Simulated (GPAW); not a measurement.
Al3Pt2:

```
CELL_PARAMETERS angstrom
4.20714 0.00000 0.00000
-2.10357 3.64349 0.00000
0.00000 0.00000 5.18896
ATOMIC_POSITIONS crystal
Pt 0.66667 0.33333 0.83387
Pt 0.33333 0.66667 0.16613
Al 0.66667 0.33333 0.35317
Al 0.33333 0.66667 0.64683
Al 0.00000 0.00000 0.00000
```

The cell comes from a database or a generator and needn't be the stable form of this composition.

| Property | Result |
| --- | --- |
| Program | GPAW 26.7.0 |
| Task | single point |
| Functional | PBEsol |
| Potentials or basis | PAW data sets generated in the run's folder for this functional |
| Cutoff | 600 eV |
| Basis | pw |
| k mesh | 7 × 7 × 5 |
| Occupations | fermi-dirac, width 0.05 eV |
| Spin | no spin polarisation |

On this cell: pressure 0.2 GPa; largest force 0.098 eV/Å; band gap on the k mesh none (metal or under the smearing width).

The same run follows on a disturbed copy (atoms moved at random, drawn with an rms of 0.05 Å):

```xyz
5
Lattice="4.2071 0.0000 0.0000 -2.1036 3.6435 0.0000 0.0000 0.0000 5.1890" Properties=species:S:1:pos:R:3 pbc="T T T"
Pt    2.0940    1.1889    4.3306
Pt    0.0063    2.4208    0.8998
Al    2.1146    1.2603    1.8245
Al    0.0121    2.4222    3.3192
Al   -0.0061   -0.0060   -0.0235
```

Task: What changes?

Result: The energy (extrapolated to zero smearing) moves by +8.0 meV/atom; pressure 0.4 GPa; largest force 0.847 eV/Å; band gap on the k mesh none (metal or under the smearing width).

Forces on the atoms (eV/Å):
```
Pt   0.088  0.150  0.064
Pt  -0.048  0.140 -0.834
Al  -0.036 -0.301  0.090
Al  -0.075  0.034  0.650
Al   0.071 -0.023  0.030
```

Stress tensor (GPa, compression positive):
```
 0.39 -0.01 -0.08
-0.01 -0.69 -0.23
-0.08 -0.23  1.63
```
